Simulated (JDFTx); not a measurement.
Something may be wrong with this JDFTx 1.7.0 (patched build) calculation of SMgClH.

Contents of MgHSCl.in:

```
lattice \
   20.7869873709     0.0000000000     0.0000000000 \
    0.0000000000    26.4561657448     0.0000000000 \
    0.0000000000     0.0000000000    18.8972612463
coords-type Cartesian
ion S      9.3540497361    17.1615477630     8.6787562000 1
ion Mg     9.5022044155    12.9502931321     9.5459515185 1
ion Cl     9.6004701172     8.9157278560    10.3470064228 1
ion H     11.4820703817    17.6198063860     9.9921158566 1

ion-species pseudo/S.upf
ion-species pseudo/Mg.upf
ion-species pseudo/Cl.upf
ion-species pseudo/H.upf
elec-cutoff 42
elec-ex-corr gga-PBE
van-der-waals
kpoint-folding 1 1 1
elec-n-bands 12
electronic-minimize nIterations 50 energyDiffThreshold 1e-07
fftbox 8 8 8
coulomb-interaction Isolated
coulomb-truncation-embed 10.418060 13.267767 9.512881
core-overlap-check none
forces-output-coords Cartesian

dump-name run.$VAR
dump End Ecomponents EigStats BandEigs Kpoints Forces Dipole
```

Potentials or basis: PseudoDojo-SR-PBE-0.5-standard with smoothed tails.

The run is started by

```bash
$ jdftx -c 1 -i MgHSCl.in -o MgHSCl.out
```

Output:

```text
*************** JDFTx 1.7.0 (patched build) ***************

Input parsed successfully to the following command list (including defaults):
[... the input with its defaults ...]

---------- Setting up symmetries ----------

Found 8 point-group symmetries of the bravais lattice
Found 1 space-group symmetries with basis
Applied RMS atom displacement 0 bohrs to make symmetries exact.

---------- Initializing the Grid ----------
R =
[       20.787            0            0  ]
[            0      26.4562            0  ]
[            0            0      18.8973  ]
unit cell volume = 10392.4
G =
[   0.302265          0          0  ]
[          0   0.237494          0  ]
[          0          0   0.332492  ]
Minimum fftbox size, Smin = [  124  156  112  ]
Specified fftbox dimension S[0] = 8 < 124 = Smin[0] for the G-sphere.
Failed.
```

What happened, and what is wrong with the input?

The input was rejected before any iteration. The input holds a flaw that was put in on purpose: FFT box too small (fftbox = 8 8 8).
